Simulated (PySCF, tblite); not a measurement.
**C6H13P: infrared bands and NMR shifts**

Wanted: the infrared bands and NMR shifts of C6H13P (`C[C@@H]1CCP(C)C1`), by calculation.

Computed with tblite 0.8.0 and PySCF 2.14.0, with density-fitted response routines of our own, on a single molecule in the gas phase. Atoms count from 0, in the outputs and in this text.

## (1) The molecule as given

20 atoms, charge 0, multiplicity 1; geometry from: GFN2-xTB.

Bonds of the start (Å): C0–C1 1.52, C1–C2 1.53, C2–C3 1.52, C3–P4 1.87, P4–C5 1.86, P4–C6 1.87, C6–C1 1.53, C0–H7 1.09, C0–H8 1.09, C0–H9 1.09, C1–H10 1.10, C2–H11 1.09, C2–H12 1.09, C3–H13 1.09, C3–H14 1.09, C5–H15 1.09, C5–H16 1.09, C5–H17 1.09, C6–H18 1.09, C6–H19 1.09.

## (2) Harmonic vibrations with GFN2-xTB

Job settings and geometry (Å):

```
{"job": {"kind": "ir", "xc": "GFN2-xTB", "basis": "xTB"}, "charge": 0, "multiplicity": 1}
C     -2.317909     0.699376    -0.187941
C     -1.187005    -0.307034    -0.015360
C     -0.308050    -0.012932     1.199074
C      0.868239    -0.978185     1.120763
P      1.366666    -1.107072    -0.678171
C      2.453982     0.393973    -0.762414
C     -0.246346    -0.322183    -1.222601
H     -1.919469     1.706584    -0.297978
H     -2.905870     0.463825    -1.072621
H     -2.976940     0.683207     0.677765
H     -1.616803    -1.307489     0.108386
H      0.041278     1.020649     1.147326
H     -0.859976    -0.136289     2.132427
H      0.561680    -1.973120     1.453537
H      1.717809    -0.668379     1.730594
H      1.996094     1.254779    -0.278837
H      2.652975     0.626025    -1.807083
H      3.400424     0.163589    -0.276591
H     -0.675170    -0.883978    -2.054089
H     -0.050759     0.695333    -1.570132
```

**Question.** This job is followed by: GIAO PBE0/pcSseg-1 NMR shielding, non-relativistic, gas phase. What will the session give for the following? strongest single infrared mode (GFN2-xTB); zero-point energy (GFN2-xTB); ¹³C shifts against TMS (PBE0/pcSseg-1); ¹H shifts against TMS (PBE0/pcSseg-1, means over atoms taken as alike); ³¹P shifts against H3PO4 (PBE0/pcSseg-1).

As calculated:

| quantity | value |
| --- | --- |
| strongest single infrared mode (GFN2-xTB) | 2969 cm⁻¹, 88 km/mol |
| zero-point energy (GFN2-xTB) | 110.4 kcal/mol |
| ¹³C shifts against TMS (PBE0/pcSseg-1) | 43.0, 41.1, 38.2, 31.9, 23.4, 17.6 ppm |
| ¹H shifts against TMS (PBE0/pcSseg-1, means over atoms taken as alike) | 2.16, 1.88, 1.75, 1.68, 1.41, 1.31, 1.22, 0.94, 0.69 ppm |
| ³¹P shifts against H3PO4 (PBE0/pcSseg-1) | -47.8 ppm |

No mode is imaginary among the 54: a minimum at this level. The strongest single mode, at 2969 cm⁻¹, moves mainly H11. GFN2-xTB is a fitted tight-binding method: band positions and strengths are rough. Its intensities can rank the bands wrongly. At PBE0/pcSseg-1: Shielding is most anisotropic at P4 (span 168 ppm, paramagnetic term -599 ppm).
